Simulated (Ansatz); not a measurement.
**InH3 (SMILES [H][In]([H])[H]): levels of theory compared**

Aim: a comparison of 6 runs (HF/STO-3G, B2PLYP/STO-3G, HSE06/STO-3G, revPBE/STO-3G, BCCD(T)/STO-3G, FCI/STO-3G) of InH3. 

Program for the calculation: Ansatz 0.2.0.

27 further runs of the same task are left out: 1 that didn't finish, 26 set aside as unsound or not needed.

### 1 Starting point

InH3: 4 atoms, total charge 0, spin state singlet. SMILES: `[H][In]([H])[H]`. The H2–In1 distance was set to 4.296 Å, away from the relaxed value. At this shape a bond of the SMILES string is far longer than usual.

Bond lengths: In1–H3 1.719 Å, In1–H4 1.718 Å. Angles: H3–In1–H4 119.9°.

### 2 The energy at HF/STO-3G (run 1)

Input file run.yaml:

```yaml
crystal:
  periodic: [false, false, false]
  atoms:
    - {symbol: In, position_ang: [-2.576794, 0.039835, -0.021615]}
    - {symbol: H, position_ang: [1.718930, -0.027790, 0.013510]}
    - {symbol: H, position_ang: [-3.411944, 1.541975, -0.038855]}
    - {symbol: H, position_ang: [-3.462494, -1.432305, -0.016265]}
basis:
  gaussian: {orbitals: STO-3G}
hamiltonian: {xc: hf}
accuracy: high
```

Started as:

```console
$ ansatz run run.yaml --threads 1 --pin off --max-ram 2610MiB --events-out events.jsonl --progress --plain --runs-dir runs
```

The log of the run:

```text
Warning: RAYON_NUM_THREADS=1 ignored (pool sized by the plan → 1); use --threads N
Functional definition: HF
  name "HF"
  exchange = exact_x
  correlation = 0
516 factors; integrals over basis functions are off by at most 4.5e-9 eV
mean field evaluation 1: about -154672.2069 eV, gradient 8.0e0 eV
mean field evaluation 2: about -154672.2073 eV, gradient 7.9e0 eV
mean field evaluation 4: about -154672.9371 eV, gradient 6.6e0 eV
mean field evaluation 8: about -154674.1184 eV, gradient 8.4e0 eV
mean field evaluation 16: about -154676.0792 eV, gradient 1.8e-8 eV
mean field -154676.07921125 eV, -5684.2410678014 hartree, gradient 3.1e-8 eV, S^2 0.000000; 1 other end points of the search recorded, 0 dependent functions left out
reference -154676.07921125 eV, -5684.2410678014 hartree; 26, 26 occupied and 4, 4 virtual orbitals, 516 factors
Total energy: -154676.07921125 eV, -5684.2410678014 hartree
```

Wall time 0.24 s (1 thread of AMD EPYC 9R45 (Zen 5), shared host).

### 3 The energy at B2PLYP/STO-3G (run 2)

Input file molecule.yaml:

```yaml
crystal:
  periodic: [false, false, false]
  atoms:
    - {symbol: In, position_ang: [-2.576794, 0.039835, -0.021615]}
    - {symbol: H, position_ang: [1.718930, -0.027790, 0.013510]}
    - {symbol: H, position_ang: [-3.411944, 1.541975, -0.038855]}
    - {symbol: H, position_ang: [-3.462494, -1.432305, -0.016265]}
basis:
  gaussian: {orbitals: STO-3G}
correlation: {frozen_orbitals: {H: 0, In: 18}}
hamiltonian: {xc: {name: B2PLYP}}
accuracy: high
```

Started as:

```console
$ ansatz run molecule.yaml --threads 1 --pin off --max-ram 2610MiB --events-out events.jsonl --progress --plain --runs-dir runs
```

The log of the run (excerpt; [...] marks lines left out):

```text
Warning: RAYON_NUM_THREADS=1 ignored (pool sized by the plan → 1); use --threads N
Functional definition: B2PLYP
  name "B2PLYP"
[...]
516 factors; integrals over basis functions are off by at most 4.5e-9 eV
[...]
mean field -154719.41365938 eV, -5685.8335793969 hartree, gradient 2.7e-8 eV, S^2 0.000000; 0 other end points of the search recorded, 0 dependent functions left out; unrestricted orbitals would lower it
18 core orbitals not correlated: weight in the atoms' cores, before any rotation towards them, 1.000 or more for the frozen orbitals, at most 0.000 for the correlated occupied ones
reference -154719.41367894 eV, -5685.8335801159 hartree; 8, 8 occupied and 4, 4 virtual orbitals, 516 factors
second order -7.65595294 eV of doubles, -0.00000000 eV of singles
Total energy: -154721.48078624 eV, -5685.9095449078 hartree
```

It took 0.7 s on 1 thread of AMD EPYC 9R45 (Zen 5), shared host; peak memory 0.12 GiB.

Runs 3 to 5 aren't shown in full; the table further down has their settings and results.

### 4 A single-point energy at FCI/STO-3G (run 6)

Input file input.yaml:

```yaml
crystal:
  periodic: [false, false, false]
  atoms:
    - {symbol: In, position_ang: [-2.576794, 0.039835, -0.021615]}
    - {symbol: H, position_ang: [1.718930, -0.027790, 0.013510]}
    - {symbol: H, position_ang: [-3.411944, 1.541975, -0.038855]}
    - {symbol: H, position_ang: [-3.462494, -1.432305, -0.016265]}
basis:
  gaussian:
    orbitals: STO-3G
correlation:
  method: fci
  frozen_orbitals: {H: 0, In: 18}
accuracy: high
```

Started as:

```console
$ ansatz run input.yaml --threads 1 --pin off --max-ram 2610MiB --events-out events.jsonl --progress --plain --runs-dir runs
```

The log of the run (excerpt; [...] marks lines left out):

```text
Warning: RAYON_NUM_THREADS=1 ignored (pool sized by the plan → 1); use --threads N
[... 2 set-up lines as earlier in the session ...]
[...]
516 factors; integrals over basis functions are off by at most 4.5e-9 eV
[...]
mean field -154676.07921125 eV, -5684.2410678014 hartree, gradient 3.1e-8 eV, S^2 0.000000; 1 other end points of the search recorded, 0 dependent functions left out; unrestricted orbitals would lower it
unrestricted determinant -154681.23973910 eV, -5684.4307137019 hartree, S^2 0.9997
18 core orbitals not correlated: weight in the atoms' cores, before any rotation towards them, 1.000 or more for the frozen orbitals, at most 0.000 for the correlated occupied ones
reference -154676.07921125 eV, -5684.2410678014 hartree; 8, 8 occupied and 4, 4 virtual orbitals, 516 factors
state -154682.26589978 eV, -5684.4684244115 hartree
Total energy: -154682.26589978 eV, -5684.4684244115 hartree
```

Wall time 0.68 s (1 thread of AMD EPYC 9R45 (Zen 5), shared host).

### 5 Overview of the runs

```tsv
run	level	frozen core orbitals	energy (Eh)	wall time
1	HF/STO-3G	–	-5684.241068	0.24 s
2	B2PLYP/STO-3G	18	-5685.909545	0.7 s
3	HSE06/STO-3G	–	-5686.090561	0.7 s
4	revPBE/STO-3G	–	-5686.050805	0.72 s
5	BCCD(T)/STO-3G	18	-5684.469004	0.26 s
6	FCI/STO-3G	18	-5684.468424	0.68 s
```

### 6 What came out

| quantity | value |
| --- | --- |
| run 6: total energy | -5684.46842 Eh |
| run 6: correlation energy (18 core orbitals frozen) | -227.4 mEh |

**Reading.** Against full CI in this basis: HF +227.4 mEh; BCCD(T) -0.6 mEh. Totals of different functionals can't be ranked against each other. In runs 2, 5 the log says that unrestricted orbitals would lower the reference, so the values rest on an unstable closed-shell determinant (other closed-shell runs at this shape may share the fault). In runs 1, 2, 3, 4, 5, 6 the basis is minimal, so the values are rough. In runs 1, 2, 3, 4, 5, 6 relativity is left out where basis or elements ask for it. All runs together took 3.3 s, the longest 0.72 s.
